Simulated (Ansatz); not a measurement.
# C2H5BFN: the cost of one run

All numbers are computed with Ansatz 0.2.0 through its Python package. Level of theory: Hartree-Fock/cc-pVDZ.

**1. The system**

Bond lengths: C1–N2 1.251 Å, N2–B3 1.531 Å, B3–C4 1.581 Å, B3–F5 1.435 Å, C1–H6 1.154 Å, C1–H7 1.082 Å, C4–H8 1.128 Å, C4–H9 1.086 Å, C4–H10 1.051 Å. Angles: C1–N2–B3 124.0°, N2–C1–H6 120.9°, N2–C1–H7 124.0°, H6–C1–H7 114.9°, N2–B3–C4 117.7°, N2–B3–F5 121.3°, C4–B3–F5 120.7°, B3–C4–H8 106.3°, B3–C4–H9 107.4°, B3–C4–H10 114.4°, H8–C4–H9 105.0°, H8–C4–H10 108.3°, H9–C4–H10 114.7°.

The script holds or builds the structure itself.

**2. The script**

Input file c2h5bfn.py:

```python
'''X-H bond energies of C2H5BFN without relaxation.'''

import ansatz as az


def total_energy(molecule, charge=0, unpaired=0):
    calc = molecule.calculation().basis(gaussian='cc-pVDZ').functional('HF')
    if charge:
        calc = calc.charge(charge)
    if unpaired:
        calc = calc.spin('collinear', total=unpaired)
    report = calc.run().report
    if report['published_state_doubts']:
        print('  doubts:', report['published_state_doubts'])
    return report['free_energy_ev']

GEOMETRY = '''
C     0.27240    1.52830    1.42820
N     0.22780    0.35770    0.99010
B    -0.15970   -0.00600   -0.44570
C    -0.01980   -1.51810   -0.88480
F    -0.49750    1.00620   -1.40490
H    -0.04330    2.42080    0.76770
H     0.51660    1.78180    2.45110
H    -0.76690   -2.09630   -0.26890
H    -0.37920   -1.59420   -1.90710
H     0.93280   -1.93140   -0.72280
'''

def without(molecule, index):
    rest = az.Crystal.molecule()
    for i, site in enumerate(molecule.cartesian_sites):
        if i != index:
            rest = rest.atom(site.symbol, site.position_ang)
    return rest


def main() -> None:
    c2h5bfn = az.Crystal.molecule()
    for line in GEOMETRY.strip().splitlines():
        symbol, *xyz = line.split()
        c2h5bfn = c2h5bfn.atom(symbol, [float(v) for v in xyz])

    whole = total_energy(c2h5bfn, 0)
    hydrogen = total_energy(az.Crystal.molecule().atom('H', (0, 0, 0)), 0, 1)
    print(f'E(molecule) = {whole:.5f} eV, E(H) = {hydrogen:.5f} eV')
    for index in [6, 9]:
        radical = total_energy(without(c2h5bfn, index), 0, 1)
        print(f'H{index}: homolysis {96.485332 * (radical + hydrogen - whole):.1f} kJ/mol')


if __name__ == '__main__':
    main()
```

**3. Launch**

Launch:

```bash
$ python c2h5bfn.py
```

What time and memory should one allow on 1 thread of Arm Neoverse V1, shared host?

About 7 s, with a peak of 0.24 GiB.
